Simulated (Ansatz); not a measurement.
This script drives Ansatz 0.2.0, Python API.

`c3h10ge2se_energy.py`
```python
"""Electronic structure of the C3H10Ge2Se molecule."""

import json

import ansatz as az


def main() -> None:
    molecule = (
        az.Crystal.molecule()
        .atom("C", [-1.8174, 1.5539, 1.1325])
        .atom("C", [-0.6782, 0.8738, 1.2506])
        .atom("Ge", [-0.5218, -0.91, 0.5481])
        .atom("C", [-0.9059, -0.9046, -1.359])
        .atom("Se", [1.6427, -1.7542, 0.9571])
        .atom("Ge", [2.625, -0.1021, -0.4082])
        .atom("H", [-2.678, 1.1149, 0.6378])
        .atom("H", [-1.8938, 2.5596, 1.5325])
        .atom("H", [0.1742, 1.3252, 1.7475])
        .atom("H", [-1.5537, -1.8215, 1.2593])
        .atom("H", [-0.272, -0.1489, -1.8653])
        .atom("H", [-0.6966, -1.909, -1.7806])
        .atom("H", [-1.9741, -0.6515, -1.5176])
        .atom("H", [4.1642, -0.1423, -0.2305])
        .atom("H", [2.1028, 1.3018, -0.0112])
        .atom("H", [2.2826, -0.3851, -1.8929])
    )

    calculation = molecule.calculation()
    calculation = calculation.basis(gaussian="def2-SVP").functional("pbe0")
    report = calculation.session().plan(threads=1).execute().report

    print(f"E = {report['free_energy_ev']:.6f} eV = {report['free_energy_ev'] / 27.211386246:.7f} Ha")
    print("converged:", report["converged"], " doubts:", report["published_state_doubts"] or "none")
    with open("c3h10ge2se.json", "w") as handle:
        json.dump({k: report[k] for k in ("free_energy_ev", "reference_energy_ev", "n_occupied", "n_virtual")}, handle, indent=1)


if __name__ == "__main__":
    main()
```

It is started by `python c3h10ge2se_energy.py`. How long does it take on 1 thread of Arm Neoverse V1 (shared host), and how much memory does it need?

It took about 18 s, with a peak of 0.68 GiB, for 1 run of the engine.

```console
$ python c3h10ge2se_energy.py
E = -181610.398092 eV = -6674.0590299 Ha
converged: True  doubts: none
```

It writes `c3h10ge2se.json`:
```json
{
 "free_energy_ev": -181610.39809228628,
 "reference_energy_ev": -181610.39809228628,
 "n_occupied": [
  63,
  63
 ],
 "n_virtual": [
  125,
  125
 ]
}
```

The settings weren't tested for convergence. The geometry is a force-field or estimated start, not a minimum of this method, and the basis set is short of its limit.

(Lines on the test bed's own set-up are left out of the output.)
